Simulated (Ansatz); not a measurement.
# BeGeH2: the cost of one run

Program: Ansatz 0.2.0, Gaussian basis. Level of theory: def2-QZVPP, all electrons in the functionals. These are calculated values, not measurements.

Plan: PBE, BLYP, r2SCAN, B97M-V, PBE0, B3LYP, at charge 0, triplet; charge 0, singlet; charge 0, quintet; charge 1, doublet; charge 1, quartet.

10 further runs of the same task are left out: 10 set aside as unsound or not needed.

**1. The system**

The geometry is a PBE0/def2-TZVP stationary point (not a proven minimum). No spin-orbit coupling is included. The filled d shell of Ge may be among the frozen orbitals whatever the setting's name suggests; the logs give the count.

4 atoms, charge 0, spin multiplicity 3.

Atoms are counted from 1 here; the program's logs count them from 0.

Bond lengths: Ge1–H3 1.540 Å, Ge1–H4 1.540 Å. Angles: H3–Ge1–H4 108.2°.

Geometry (Å):

```xyz
4

Ge    0.0000    0.0000    0.2109
Be    0.0000    0.0000   -1.9494
H     0.0000   -1.2472    1.1137
H     0.0000    1.2472    1.1137
```

No dispersion term is added; B97M-V holds VV10 nonlocal correlation. B3LYP takes the VWN-RPA correlation.

The geometry shown and the zero of energy belong to the point charge 0, triplet. The yardstick, RCCSD(T), and other wave-function levels (R restricted, U unrestricted, valence and pair active spaces) come from earlier runs.

**2. PBE, charge 0, triplet**

File in.yaml:

```yaml
crystal:
  periodic: [false, false, false]
  atoms:
    - {symbol: Ge, position_ang: [0.000000, 0.000000, 0.210942]}
    - {symbol: Be, position_ang: [0.000000, 0.000000, -1.949358]}
    - {symbol: H, position_ang: [0.000000, -1.247203, 1.113742]}
    - {symbol: H, position_ang: [0.000000, 1.247203, 1.113742]}
basis:
  gaussian: {orbitals: "def2-QZVPP.json"}
magnetization: {spin_polarized: true, initial_magnetization: 2}
hamiltonian: {xc: {name: PBE}}
output: {orbitals: {seedname: orbitals}}
```

Launch:

```sh
$ ansatz run in.yaml --threads 1 --pin off --events-out ev --progress --plain --max-ram 2393MiB
```

**Question.** How long does this run take on 1 thread of Arm Neoverse V1, shared host?

About 4.7 s.
